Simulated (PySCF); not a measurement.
# C4H5ClOSi: the cost of one run

Computed with PySCF 2.14.0, with density-fitted response routines of our own, on a single molecule in the gas phase. Atoms are numbered from 0 throughout.

### Step 1. The molecule as given

12 atoms, charge 0, multiplicity 1; geometry from: GFN2-xTB. The atoms were then displaced at random by about 0.01 Å, so the start is not that level's minimum.

Bonds of the start (Å): Cl0–Si1 2.03, Si1–C2 1.88, C2–C3 1.29, C3–C4 1.46, C4–C5 1.33, C5–O6 1.35, O6–Si1 1.64, Si1–H7 1.46, C2–H8 1.10, C3–H9 1.10, C4–H10 1.08, C5–H11 1.08.

### Step 2. Relaxing the molecule at PBE0-D3(BJ)/def2-SVP

Job settings and geometry (Å):

```
{"job": {"xc": "PBE0", "basis": "def2-SVP", "d3": "d3bj", "grid": 1, "shake": 0.01, "kind": "geom"}, "charge": 0, "multiplicity": 1}
Cl     2.937480    -0.510490    -1.237400
Si     1.555020    -0.277190     0.230720
C      0.489930     1.259260     0.086110
C     -0.786010     1.126230    -0.061320
C     -1.499430    -0.150670    -0.136380
C     -0.869150    -1.319700    -0.080550
O      0.462920    -1.483720     0.069980
H      2.234520    -0.522030     1.503330
H      0.929900     2.260610     0.140880
H     -1.452390     1.998170    -0.135820
H     -2.577010    -0.142280    -0.235400
H     -1.386070    -2.266480    -0.153170
```

Run with:

```
> OMP_NUM_THREADS=1 python probes_run.py task.json out
```

This one command runs all jobs of the session in turn.

**Question.** How long does this first job take on 1 thread of Arm Neoverse V1, shared host, and how much memory does it need?

About 78 s, with a peak of 0.52 GiB.
